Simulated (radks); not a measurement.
**Sc⁷⁺ in [Ne] 3s2 3p2: an all-electron calculation**

Wanted: eigenvalues, radial structure and energy terms of the scandium ion Sc7+.

Method: scalar-relativistic Kohn-Sham, PBE, spin-polarised, spherical densities, point nucleus; open shells are filled with parallel spins first. Code: radks (a radial shooting solver on a logarithmic mesh, Libxc functionals) version 1.

## (1) The atom as given

* element: scandium (Z = 21)
* charge: +7
* electrons: 14
* configuration: [Ne] 3s2 3p2

Outer shells as boxes (Hund's rule):

Sc⁷⁺
```
[Ne] core
3s [↑↓]
3p [↑ ][↑ ][  ]
```

## (2) Self-consistent calculation

The run's settings:

```text
Z 21
configuration [Ne] 3s2 3p2
relativity scalar-relativistic
functional pbe,pbe
spin polarised
nucleus point
c 137.035999084
```

**Question.** What will this run give?

**Answer**, as computed:

```
                        quantity                    value
                    total energy       -747.24264 hartree
exchange-correlation share of it                   4.69 %
                            −T/E                   1.0080
          highest occupied level        3p up, -147.67 eV
    most extended occupied level  3p up, <r> = 0.989 bohr
 radius at density 0.001 e/bohr³                2.22 bohr
    maxima of the radial density                        3
         ionisation energy, NIST     158.1 (semi-emp.) eV
```

What this shows: The radial density shows 3 maxima for 3 occupied principal shells. −T/E is 1.008: with relativity the kinetic term as defined here no longer equals −E. The top level binds by 147.67 eV, 93 % of the NIST ionisation energy of 158.1 eV. Open shells are spherical and high-spin; term and fine-structure splittings are not resolved.
